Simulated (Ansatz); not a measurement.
# C₃H₆OSe: one species, many methods

Aim: compute C₃H₆OSe with functionals from several rungs and with coupled cluster. The yardstick is the atomisation energy at the CCSD(T) limit.

Program: Ansatz 0.2.0, Gaussian basis. Level of theory: functionals in def2-TZVPP, the program's frozen cores in correlated methods. These are calculated values, not measurements.

The runs, in order: LDA (SPW92), PBE-D4, revPBE-D4, BLYP-D4, r2SCAN-D4, B97M-V, PBE0-D4, B3LYP-D4, r2SCANh-D4, r2SCAN0-D4, HSE06-D4, BHLYP-D4, CAM-B3LYP-D4, LC-ωPBE, ωB97X-V, ωB97M-V, B2PLYP, PBE-QIDH; CCSD(T)/def2-SVP; CCSD(T)/def2-TZVPP; MP2/def2-QZVPP; extrapolation to the limit; RPA on PBE.

### Step 1. Structure used throughout

All runs share one geometry, relaxed beforehand with PBE0-D4 in a triple-zeta def2 set.

SMILES `C=C[Se]CO`, 11 atoms, charge 0, spin multiplicity 1.

Atoms are counted from 1 here; the program's logs count them from 0.

Bond lengths: C1–C2 1.326 Å, C1–H6 1.084 Å, C1–H7 1.085 Å, C2–Se3 1.894 Å, C2–H8 1.088 Å, Se3–C4 1.962 Å, C4–O5 1.389 Å, C4–H9 1.089 Å, C4–H10 1.096 Å, O5–H11 0.962 Å. Angles: C2–C1–H6 122.1°, C2–C1–H7 120.6°, H6–C1–H7 117.3°, C1–C2–Se3 124.2°, C1–C2–H8 121.1°, Se3–C2–H8 114.6°, C2–Se3–C4 95.8°, Se3–C4–O5 115.0°, Se3–C4–H9 105.8°, Se3–C4–H10 106.1°, O5–C4–H9 107.7°, O5–C4–H10 112.9°, H9–C4–H10 109.1°, C4–O5–H11 108.8°.

### Step 2. LDA

This LDA is Slater exchange with PW92 correlation.

in.yaml reads:

```yaml
crystal:
  periodic: [false, false, false]
  atoms:
    - {symbol: C, position_ang: [-0.192810, 1.456635, 1.720880]}
    - {symbol: C, position_ang: [-0.521066, 0.760274, 0.641218]}
    - {symbol: Se, position_ang: [-0.651100, -1.128625, 0.592592]}
    - {symbol: C, position_ang: [0.022816, -1.327496, -1.239163]}
    - {symbol: O, position_ang: [1.405595, -1.274419, -1.364727]}
    - {symbol: H, position_ang: [0.092169, 0.977607, 2.650859]}
    - {symbol: H, position_ang: [-0.214965, 2.540870, 1.705553]}
    - {symbol: H, position_ang: [-0.802613, 1.257941, -0.283943]}
    - {symbol: H, position_ang: [-0.301146, -2.314128, -1.567966]}
    - {symbol: H, position_ang: [-0.489482, -0.564253, -1.835629]}
    - {symbol: H, position_ang: [1.718102, -0.441504, -0.998974]}
basis:
  gaussian: {orbitals: def2-TZVPP}
hamiltonian: {xc: lda}
output: {orbitals: {seedname: orbitals}}
```

Launch:

```console
$ ansatz run in.yaml --threads 4 --pin off --events-out ev --progress --plain --max-ram 10444MiB
```

After this run come: PBE-D4 (GGA); revPBE-D4 (GGA); BLYP-D4 (GGA); r2SCAN-D4 (meta-GGA); B97M-V (meta-GGA); B3LYP-D4 (hybrid); r2SCANh-D4 (hybrid); r2SCAN0-D4 (hybrid); HSE06-D4 (hybrid); BHLYP-D4 (hybrid); CAM-B3LYP-D4 (range-separated); LC-ωPBE (range-separated); ωB97X-V (range-separated); ωB97M-V (range-separated); B2PLYP (double hybrid); PBE-QIDH (double hybrid); CCSD(T) in def2-SVP; CCSD(T) in def2-TZVPP; MP2 in def2-QZVPP; RPA on PBE orbitals.

**Question.** What will the summary of the whole plan be? Wanted: atomisation energy, CCSD(T)/CBS; farthest beyond LDA; mean size of error, GGA; mean size of error, meta-GGA; mean size of error, hybrid; mean size of error, range-separated; mean size of error, double hybrid; gap, smallest and largest; T1 diagnostic.

The runs gave:

| quantity | value |
| --- | --- |
| atomisation energy, CCSD(T)/CBS | 4176.3 kJ/mol |
| functionals within 41.8 kJ/mol (1.0 %) | revPBE-D4, BLYP-D4, r2SCAN-D4, B97M-V, PBE0-D4, B3LYP-D4, r2SCANh-D4, HSE06-D4, CAM-B3LYP-D4, LC-ωPBE, ωB97X-V, ωB97M-V, PBE-QIDH |
| farthest beyond LDA | BHLYP-D4 (-160.3 kJ/mol) |
| mean size of error, GGA | 45.2 kJ/mol |
| mean size of error, meta-GGA | 10.5 kJ/mol |
| mean size of error, hybrid | 50.0 kJ/mol |
| mean size of error, range-separated | 13.7 kJ/mol |
| mean size of error, double hybrid | 40.5 kJ/mol |
| gap, smallest and largest | 3.89 eV (LDA (SPW92)), 10.79 eV (LC-ωPBE) |
| T1 diagnostic | 0.0111 |
| triples share of the correlation energy | 4.1 % |

**Reading.** LDA overbinds by 672.3 kJ/mol (16 %). PBE-D4 is off by +121.0 kJ/mol. Double hybrids carry the basis error of their MP2 part in triple zeta, and no dispersion term here, so their miss is partly the set-up's. The rungs meta-GGA, range-separated, double hybrid miss on average by less than the doubt on the reference (41.8 kJ/mol), so they tie. The reference freezes the cores and leaves out relativity and excitations past (T), and its outer-core shells are covered unevenly, so misses under about 41.8 kJ/mol can't be ranked. All levels share the lack of spin-orbit coupling, which lowers the free heavy atoms and so the true binding. Hartree-Fock recovers 70 % of the binding; the rest is correlation. CCSD(T) in def2-SVP is off by -238.8 kJ/mol, so the small basis spoils what the method gains. The gap grows from 3.9 to 10.8 eV across the functionals, mostly with the share of exact exchange. Correlated methods include outer-core shells of Se, which these sets cover unevenly.
